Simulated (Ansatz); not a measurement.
# SiZr: the cost of one run

Program: Ansatz 0.2.0, Gaussian basis. Level of theory: def2-QZVPP, core rule «outside noble gas», up to 9 orbitals frozen. These are calculated values, not measurements.

Plan: UHF; ROHF; CCSD(T) on UHF.

### 1 What is computed

The geometry is a PBE0/def2-TZVP stationary point (not a proven minimum). No spin-orbit coupling is included. Elements past krypton take def2 core potentials.

2 atoms, charge 0, spin multiplicity 5.

Atoms are counted from 1 here; the program's logs count them from 0.

Bond lengths: Zr1–Si2 2.518 Å.

### 2 UHF

Input file in.yaml:

```yaml
crystal:
  periodic: [false, false, false]
  atoms:
    - {symbol: Zr, position_ang: [0.000000, 0.000000, 0.000000]}
    - {symbol: Si, position_ang: [0.000000, 0.000000, 2.518200]}
basis:
  gaussian: {orbitals: "def2-QZVPP.json"}
magnetization: {spin_polarized: true, initial_magnetization: 4}
hamiltonian: {xc: hf}
output: {orbitals: {seedname: orbitals}}
```

On the command line:

```sh
$ ansatz run in.yaml --threads 1 --pin off --events-out ev --progress --plain --max-ram 4096MiB --backend cpu
```

**Question.** How long does this run take on 1 thread of AMD EPYC 7R13, shared host, and how much memory does it need?

About 56 s, with a peak of 0.39 GiB.
